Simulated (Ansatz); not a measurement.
**NaBr (singlet): from Hartree-Fock to the top rungs at distance Br1–Na2 = 1.969 Å, cc-pVDZ**

Aim: climb from Hartree-Fock through coupled cluster and multireference methods for NaBr (singlet) at one geometry and basis, and see what each rung misses.

Computed with Ansatz 0.2.0, Gaussian basis. Level: cc-pVDZ, core rule «outside noble gas», up to 19 orbitals frozen.

To be run: UHF; CCSD(T) on RHF; BCCD(T) on RHF; CISD; CCSDT(Q) on RHF; CCSDTQ on RHF; CASSCF and MRCISD+Q, 2 electrons in 2 orbitals; CASSCF and NEVPT2, 2 electrons in 2 orbitals.

54 further runs of the same task are left out: 33 for a known fault of the program, 19 that didn't finish, 2 set aside as unsound or not needed. Runs told in other sessions of the task aren't counted.

## Step 1: The geometry

The geometry derives from a PBE0/def2-TZVP stationary point (not a proven minimum). One bond is set to the value named and the two fragments are kept rigid. No spin-orbit coupling is included. The filled d shell of Br may be among the frozen orbitals whatever the setting's name suggests.

2 atoms, charge 0, spin multiplicity 1.

Atoms are counted from 1 here; the program's logs count them from 0.

Bond lengths: Br1–Na2 1.969 Å.

## Step 2: UHF

Contents of in.yaml:

```yaml
crystal:
  periodic: [false, false, false]
  atoms:
    - {symbol: Br, position_ang: [0.000000, 0.000000, 0.000000]}
    - {symbol: Na, position_ang: [0.000000, 0.000000, 1.969000]}
basis:
  gaussian: {orbitals: cc-pVDZ}
magnetization: {spin_polarized: true, initial_magnetization: 0}
hamiltonian: {xc: hf}
output: {orbitals: {seedname: orbitals}}
```

Run with:

```
> ansatz run in.yaml --threads 1 --pin off --events-out ev --progress --plain --max-ram 2393MiB
```

Further steps of the session: CCSD(T) on RHF; BCCD(T) on RHF; CISD; CCSDT(Q) on RHF; CCSDTQ on RHF; CASSCF and MRCISD+Q, 2 electrons in 2 orbitals; CASSCF and NEVPT2, 2 electrons in 2 orbitals.

Q: Predict the results of all the runs planned. Wanted: RCCSDTQ from the RHF energy; RMP2 from RCCSDTQ; RCCSD from RCCSDTQ; RCCSD(T) from RCCSDTQ; RCCSDT(Q) from RCCSDTQ; NEVPT2 pair from RCCSDTQ; MRCISD+Q pair from RCCSDTQ; T1 diagnostic.

**Answer**, as computed:

| quantity | value |
| --- | --- |
| RCCSDTQ from the RHF energy | -3.6003 eV |
| RMP2 from RCCSDTQ | +344.0 meV |
| RCCSD from RCCSDTQ | +57.3 meV |
| RCCSD(T) from RCCSDTQ | +12.2 meV |
| RCCSDT(Q) from RCCSDTQ | +0.2 meV |
| NEVPT2 pair from RCCSDTQ | +335.6 meV |
| MRCISD+Q pair from RCCSDTQ | -6.4 meV |
| levels within 1 kcal/mol (43 meV) | RCCSD(T), BCCD(T), RCCSDT, RCCSDT(Q), MRCISD+Q pair |
| T1 diagnostic | 0.008 |

What this shows: RCCSD(T) lands +12.2 meV from the yardstick (0.3 % of the correlation energy). Of the multireference levels listed MRCISD+Q pair comes nearest in total energy (-6.4 meV), which doesn't show that its space is the better one. These misses are within one basis, not against nature.
